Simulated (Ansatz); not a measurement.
**ReBi (zincblende): a single-point run**

The task is a single-point run on ReBi (zincblende). The structure is shown as the input types it.

Program: Ansatz 0.2.0. Level of theory: DFT PBEsol, scalar-relativistic, plane waves, PAW. These are calculated values, not measurements.

1 further run of the same task is left out (set aside as unsound or not needed).

## Step 1: The structure to begin with

The structure is cubic, space group F-43m (No. 216). Conventional cell: a = 6.135 Å, b = 6.135 Å, c = 6.135 Å, α = 90.00°, β = 90.00°, γ = 90.00°. Re (site symmetry -43m) is surrounded by 4 Bi at 2.66 Å. Bi (site symmetry -43m) is surrounded by 4 Re at 2.66 Å.

Structure file:

```cif
data_structure
_symmetry_space_group_name_H-M 'P 1'
_symmetry_Int_Tables_number 1
_cell_length_a 4.3384
_cell_length_b 4.3384
_cell_length_c 4.3384
_cell_angle_alpha 60.000
_cell_angle_beta 60.000
_cell_angle_gamma 60.000
_cell_volume 57.74
loop_
_atom_site_label
_atom_site_type_symbol
_atom_site_fract_x
_atom_site_fract_y
_atom_site_fract_z
_atom_site_occupancy
Re1 Re 0.00000 0.00000 0.00000 1
Bi1 Bi 0.25000 0.25000 0.25000 1
```

## Step 2: The run

input.yaml reads:

```yaml
crystal:
  lattice:
    - [0.0, 3.0677205794, 3.0677205794]
    - [3.0677205794, 0.0, 3.0677205794]
    - [3.0677205794, 3.0677205794, 0.0]
  atoms:
    - { symbol: Re, position: [0.0, 0.0, 0.0] }
    - { symbol: Bi, position: [0.25, 0.25, 0.25] }
basis:
  ecutwfc: 420
  ecutrho_ratio: 4
kpoints:
  mp_grid: { grid: [10, 10, 10] }
hamiltonian:
  xc: pbesol
scf:
  occupations: { method: fermi_dirac, width: 0.3 }
  n_extra_bands: 0
  max_iter: 60
output:
  forces: true
  stress: true
```

The run is started by

```sh
$ ansatz run input.yaml --threads 4 --pin off --max-ram 4096MiB --backend cpu --events-out ev --progress --plain --runs-dir out
```

What happens when this is run?

The run ended at the input check. It says: «inconsistent input (scf.n_extra_bands, scf.occupations.method): n_bands = 15 leaves no empty band above the 15 bands per channel that the deck's 30 electrons occupy ...»

Look at the input: scf.occupations.method is fermi_dirac; scf.occupations.width is 0.3; scf.n_extra_bands is 0. The band count leaves no room above the highest filled state.

Remedy: delete scf.n_extra_bands (the default then holds) and set scf.occupations.method to gaussian and scf.occupations.width to 0.05.
